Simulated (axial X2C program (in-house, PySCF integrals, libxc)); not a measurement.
# A two-component session on InRu: properties at the nuclei

Wanted for InRu: properties at the nuclei, at the two-component level.

The runs use an in-house X2C program for linear molecules on PySCF integrals; two-component X2C with atomic mean-field terms, In dyall-cv3z, Ru dyall-cv3z.

All values are calculated.

**1. The job**

File task.json:

```json
{"zs": [49, 44], "q": 0, "bas": ["dyall-cv3z", "dyall-cv3z"], "r0": 2.67, "levels": ["PBE0", "HF", "TPSSh", "B3LYP", "BP86"], "nst": 3}
```

Keys: zs atomic numbers; q charge; bas basis sets; r0 starting distance in Å; levels methods (HF also brings MP2); nst determinants followed.

Started as:

```
$ python soeom.py task.json out
```

Further steps of the session: Expectation values, lowest determinant; Expectation values, a higher determinant; Expectation values, a higher determinant.

**Question.** What will these runs give? Wanted: lowest determinant; Eeff magnitude; Ws magnitude In; A∥/gI In; qzz In; higher determinant (for each run or level that gives them).

As calculated:

| quantity | value |
| --- | --- |
| lowest determinant | Ω = 3/2 (excess of +ω over −ω: ω = 1/2, ω = -3/2, ω = 5/2) |
| Eeff magnitude (GV/cm), PBE0 | 1.39 |
| Ws magnitude In (kHz), PBE0 | 0.186 |
| A∥/gI In (MHz), PBE0 | 43.2 |
| qzz In (a.u.), PBE0 | -5.03 |
| higher determinant | Ω = 9/2 (excess of +ω over −ω: ω = 1/2, ω = 3/2, ω = 5/2) |
| Eeff magnitude (GV/cm), PBE0, higher determinant | 0.256 |
| Ws magnitude In (kHz), PBE0, higher determinant | 0.0317 |
| A∥/gI In (MHz), PBE0, higher determinant | 29.7 |
| qzz In (a.u.), PBE0, higher determinant | -5.18 |
| higher determinant | Ω = 7/2 (excess of +ω over −ω: 2 × ω = 1/2, ω = 5/2) |
| Eeff magnitude (GV/cm), PBE0, higher determinant | 9.61 |
| Ws magnitude In (kHz), PBE0, higher determinant | 1.28 |
| A∥/gI In (MHz), PBE0, higher determinant | 94.1 |
| qzz In (a.u.), PBE0, higher determinant | -1.92 |

In words: In the first state, the effective field runs from 0.389 to 7.67 GV/cm over the mean-field levels, so the levels don't agree on it. The expectation values come from single determinants, which for open shells can mix terms of unlike spin or miss the lowest Ω, so a determinant need not be a state. Eeff is the effective electric field on the electron dipole moment in this Ω state and Ws the scalar–pseudoscalar constant (defined with the proton number Z and per Ω); A∥ is the parallel hyperfine constant, which follows by multiplying with the nuclear g factor gI = μI/(I μN); qzz is the electric field gradient, eQq0 = 234.96 MHz × Q/barn × qzz; μ is positive if Ru is the positive end. The operators were transformed with the bare-nucleus X2C matrices.
